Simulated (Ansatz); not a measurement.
Crystal: NaLaMnMoO6.

```xyz
10
Lattice="4.7224 -2.7369 0.0020 4.7224 2.7369 0.0020 -3.1780 0.0000 4.4700" Properties=species:S:1:pos:R:3 pbc="T T T"
Na   -0.0031    0.0000    3.3293
La    6.2777    0.0000    1.1522
Mn    3.1283    0.0000    2.2333
Mo    0.0068    0.0000    0.0051
O     4.1282    1.3576    1.2770
O     4.1282   -1.3576    1.2770
O     1.7822    0.0000    0.8403
O     4.4845    0.0000    3.6293
O     2.1325    1.3554    3.1991
O     2.1325   -1.3554    3.1991
```

The cell was built by a generator and needn't be a form met in nature.

| Item | Value |
| --- | --- |
| Program | Ansatz 0.2.0 |
| Task | relaxation of cell and atoms |
| Functional | RPBE |
| Potentials or basis | Ansatz PAW |
| Cutoff | 420 eV (not typed: the program's choice for these potentials) |
| k mesh | 5 × 5 × 5 |
| Occupations | fermi-dirac, width 0.05 eV |
| Spin | collinear spin, ferromagnetic start |
| Starting moments | [0.0, 0.0, 4.0, 1.0, 0.0, 0.0, 0.0, 0.0, 0.0, 0.0] μB |

At the start: volume 11.56 Å³/atom.

Task: Where does the relaxation end?

Result: It ends after 25 steps and the volume is 13.02 Å³/atom (+12.7 %); space group Cm (No. 8, to 0.05 Å); moment 4.98 μB per cell.

The path:
| step | energy change (eV) | largest force (eV/Å) | volume (Å³) |
| --- | --- | --- | --- |
| 1 | 0.0000 | 0.3041 | 115.58 |
| 2 | -0.0682 | 0.4486 | 118.70 |
| 3 | -0.1066 | 0.2981 | 120.77 |
| 4 | -0.1263 | 0.1877 | 121.68 |
| 5 | -0.1599 | 0.1995 | 123.67 |
| 6 | -0.1823 | 0.3203 | 125.26 |
| 7 | -0.2050 | 0.2641 | 127.01 |
| 8 | -0.2075 | 0.2344 | 128.40 |
| 9 | -0.2225 | 0.2484 | 128.10 |
| 10 | -0.2309 | 0.0856 | 127.80 |
| 11 | -0.2310 | 0.1146 | 128.16 |
| 12 | -0.2322 | 0.0914 | 128.22 |
| 13 | -0.2327 | 0.0215 | 128.32 |
| 14 | -0.2327 | 0.0139 | 128.35 |
| 15 | -0.2327 | 0.0090 | 128.38 |
| 16 | -0.2329 | 0.0071 | 128.33 |
| 17 | -0.3097 | 0.0082 | 128.33 |
| 18 | -0.3097 | 0.0717 | 129.71 |
| 19 | -0.3104 | 0.0247 | 129.82 |
| 20 | -0.3104 | 0.0317 | 129.96 |
| 21 | -0.3105 | 0.0189 | 130.04 |
| 22 | -0.3105 | 0.0101 | 130.06 |
| 23 | -0.3166 | 0.0105 | 130.06 |
| 24 | -0.3163 | 0.0032 | 130.22 |
| 25 | -0.3167 | 0.0032 | 130.22 |

Final structure:
```
Na La Mn Mo O
1.0
     4.97003   -2.82722    0.09758
     4.97003    2.82722    0.09758
    -3.25421    0.00000    4.56969
Na La Mn Mo O
1 1 1 1 6
Direct
  0.26555 0.26555 0.75646
  0.75821 0.75821 0.27564
  0.51613 0.51613 0.53065
  0.00797 0.00797 0.00753
  0.28665 0.79195 0.26770
  0.79195 0.28665 0.26770
  0.22477 0.22477 0.13526
  0.76100 0.76100 0.86270
  0.17963 0.70842 0.69911
  0.70842 0.17963 0.69911
```

Caveat: the plane-wave basis is chosen anew once the cell has moved, so the energies of steps on either side of that aren't comparable; the pressure holds a Pulay correction of +0.5 GPa for the finite cutoff; a cell with one magnetic atom can't hold antiferromagnetic order, which such compounds often take; the PAW data sets come from PBE, with cores solved anew for the run's functional, which leaves a small shift of forces and pressure; the starting moments weren't kept.
